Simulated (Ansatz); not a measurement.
# Ge: the cost of one run

Program: Ansatz 0.2.0. Level of theory: DFT PBEsol, scalar-relativistic. These are calculated values, not measurements.

### 1 The structure to begin with

Symmetry: P6_3/mmc, No. 194, hexagonal system. The conventional cell has a = 3.998 Å, b = 3.998 Å, c = 6.599 Å, α = 90.00°, β = 90.00°, γ = 120.00°. Around Ge (site symmetry 3m) lie 4 Ge at 2.45 to 2.47 Å.

Coordinates:

```cif
data_structure
_symmetry_space_group_name_H-M 'P 1'
_symmetry_Int_Tables_number 1
_cell_length_a 3.9976
_cell_length_b 3.9976
_cell_length_c 6.5994
_cell_angle_alpha 90.000
_cell_angle_beta 90.000
_cell_angle_gamma 120.000
_cell_volume 91.33
loop_
_atom_site_label
_atom_site_type_symbol
_atom_site_fract_x
_atom_site_fract_y
_atom_site_fract_z
_atom_site_occupancy
Ge1 Ge 0.66667 0.33333 0.06290 1
Ge2 Ge 0.33333 0.66667 0.56290 1
Ge3 Ge 0.66667 0.33333 0.43710 1
Ge4 Ge 0.33333 0.66667 0.93710 1
```

Atoms are numbered in the order of the input: Ge1, Ge2, Ge3, Ge4.

### 2 After the deformation

Space group P6_3/mmc before, P6_3/mmc after.

### 3 LAPW, all electrons

File input.yaml:

```yaml
crystal:
  lattice:
    - [3.9975858431, 0.0, 0.0]
    - [-1.9987929216, 3.462010894, 0.0]
    - [0.0, 0.0, 6.4013966115]
  atoms:
    - { symbol: Ge, position: [0.6666666667, 0.3333333333, 0.06290125] }
    - { symbol: Ge, position: [0.3333333333, 0.6666666667, 0.56290125] }
    - { symbol: Ge, position: [0.6666666667, 0.3333333333, 0.43709875] }
    - { symbol: Ge, position: [0.3333333333, 0.6666666667, 0.93709875] }
kpoints:
  mp_grid: { grid: [11, 11, 6] }
  band_path:
    path:
      - [0.0, 0.0, 0.0]
      - [0.5, 0.0, 0.0]
      - [0.3333333333, 0.3333333333, 0.0]
      - [0.0, 0.0, 0.0]
      - [0.0, 0.0, 0.5]
      - [0.5, 0.0, 0.5]
      - [0.3333333333, 0.3333333333, 0.5]
      - [0.0, 0.0, 0.5]
      - [0.5, 0.0, 0.5]
    npoints: 5
scf:
  occupations: { method: fermi_dirac, width: 0.05 }
hamiltonian:
  xc: pbesol
  pseudopotentials: { kind: all_electron, lapw: { basis_error: 0.001 } }
output:
  forces: true
  stress: true
  eigenvalues: true
```

Run with:

```
ansatz run input.yaml --threads 1 --pin off --max-ram 6144MiB --backend cpu --events-out ev --progress --plain --runs-dir out
```

**Question.** How long does this run take on 1 thread of Intel Xeon Platinum 8375C at 2.90GHz (Ice Lake), shared host, and how much memory does it need?

About 77 s, with a peak of 0.69 GiB.
